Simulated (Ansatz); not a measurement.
# C2H7BO2S: a ladder of functionals and wavefunction methods

One table from this session's results is given with a row withheld; the runs are named, their logs left out.

The runs use Ansatz 0.2.0, Gaussian basis; functionals in def2-TZVPP, the program's frozen cores in correlated methods.

Levels to be run: PBE-D4, r2SCAN-D4, PBE0-D4, B3LYP-D4, ωB97X-V, ωB97M-V, B2PLYP; CCSD(T)/def2-TZVPP; MP2/def2-QZVPP; extrapolation to the limit.

### The geometry

All runs share one geometry, relaxed beforehand with PBE0-D4 in a triple-zeta def2 set.

13 atoms, charge 0, spin multiplicity 1.

Atoms are counted from 1 here; the program's logs count them from 0.

Bond lengths: C1–O2 1.403 Å, C1–H7 1.095 Å, C1–H8 1.090 Å, C1–H9 1.095 Å, O2–B3 1.355 Å, B3–S4 1.838 Å, B3–O5 1.354 Å, S4–H10 1.340 Å, O5–C6 1.409 Å, C6–H11 1.095 Å, C6–H12 1.090 Å, C6–H13 1.095 Å. Angles: O2–C1–H7 111.5°, O2–C1–H8 107.6°, O2–C1–H9 111.5°, H7–C1–H8 108.5°, H7–C1–H9 109.1°, H8–C1–H9 108.5°, C1–O2–B3 124.7°, O2–B3–S4 125.2°, O2–B3–O5 115.8°, S4–B3–O5 119.0°, B3–S4–H10 97.1°, B3–O5–C6 122.5°, O5–C6–H11 111.3°, O5–C6–H12 107.6°, O5–C6–H13 111.3°, H11–C6–H12 108.8°, H11–C6–H13 108.8°, H12–C6–H13 108.8°.

Geometry (Å):

```mol
C2H7BO2S
  3D, bonds by distance, orders not assigned

 13 12  0  0  0  0  0  0  0  0999 V2000
   -1.6958   -1.6523   -0.0722 C   0  0
   -0.7618   -0.9257    0.6820 O   0  0
    0.0696    0.0187    0.1792 B   0  0
    0.1425    0.5368   -1.5828 S   0  0
    0.9002    0.6090    1.0715 O   0  0
    1.8214    1.6089    0.7019 C   0  0
   -2.4377   -0.9937   -0.5363 H   0  0
   -2.2130   -2.3297    0.6075 H   0  0
   -1.2078   -2.2482   -0.8508 H   0  0
   -0.8112   -0.2873   -2.0376 H   0  0
    1.3127    2.4854    0.2886 H   0  0
    2.3625    1.9069    1.5996 H   0  0
    2.5389    1.2362   -0.0359 H   0  0
  1  2  8  0
  2  3  8  0
  3  4  8  0
  3  5  8  0
  5  6  8  0
  1  7  8  0
  1  8  8  0
  1  9  8  0
  4 10  8  0
  6 11  8  0
  6 12  8  0
  6 13  8  0
M  END
```

Set-up of the first run:

Contents of in.yaml:

```yaml
crystal:
  periodic: [false, false, false]
  atoms:
    - {symbol: C, position_ang: [-1.695841, -1.652277, -0.072243]}
    - {symbol: O, position_ang: [-0.761760, -0.925722, 0.681983]}
    - {symbol: B, position_ang: [0.069633, 0.018702, 0.179182]}
    - {symbol: S, position_ang: [0.142502, 0.536756, -1.582843]}
    - {symbol: O, position_ang: [0.900250, 0.608996, 1.071476]}
    - {symbol: C, position_ang: [1.821381, 1.608871, 0.701907]}
    - {symbol: H, position_ang: [-2.437698, -0.993696, -0.536275]}
    - {symbol: H, position_ang: [-2.212991, -2.329671, 0.607487]}
    - {symbol: H, position_ang: [-1.207840, -2.248193, -0.850797]}
    - {symbol: H, position_ang: [-0.811196, -0.287278, -2.037561]}
    - {symbol: H, position_ang: [1.312666, 2.485413, 0.288556]}
    - {symbol: H, position_ang: [2.362515, 1.906879, 1.599609]}
    - {symbol: H, position_ang: [2.538878, 1.236220, -0.035882]}
basis:
  gaussian: {orbitals: def2-TZVPP}
hamiltonian: {xc: pbe, dispersion: d4}
output: {forces: true, orbitals: {seedname: orbitals}}
```

Command:

```
$ ansatz run in.yaml --threads 2 --pin off --events-out ev --progress --plain --max-ram 22528MiB --backend cuda --devices 0, --max-vram 18GiB
```

Among the steps run: PBE-D4 (GGA); r2SCAN-D4 (meta-GGA); PBE0-D4 (hybrid); B3LYP-D4 (hybrid); ωB97X-V (range-separated); ωB97M-V (range-separated); B2PLYP (double hybrid); CCSD(T) in def2-TZVPP; MP2 in def2-QZVPP.

One of the session's tables, all rows but one given; the rest of the session is left out.

| method | atomisation energy (kJ/mol) |
| --- | --- |
| PBE-D4 | 5272.3 |
| r2SCAN-D4 | 5182.8 |
| PBE0-D4 | 5169.1 |
| B3LYP-D4 | 5152.6 |
| ωB97X-V | 5163.9 |
| ωB97M-V | 5178.9 |
| B2PLYP | 5101.7 |
| HF/def2-TZVPP | 3767.0 |
| MP2/def2-TZVPP | 5125.9 |
| CCSD/def2-TZVPP | 4941.5 |
| CCSD(T)/def2-TZVPP | ? |
| MP2/CBS | 5253.9 |
| CCSD(T)/CBS | 5148.2 |

**Question.** Estimate the row for CCSD(T)/def2-TZVPP.

**Answer.** atomisation energy (kJ/mol): 5020.1. In the column «atomisation energy (kJ/mol)» it lies between CCSD/def2-TZVPP (4941.5) and B2PLYP (5101.7).
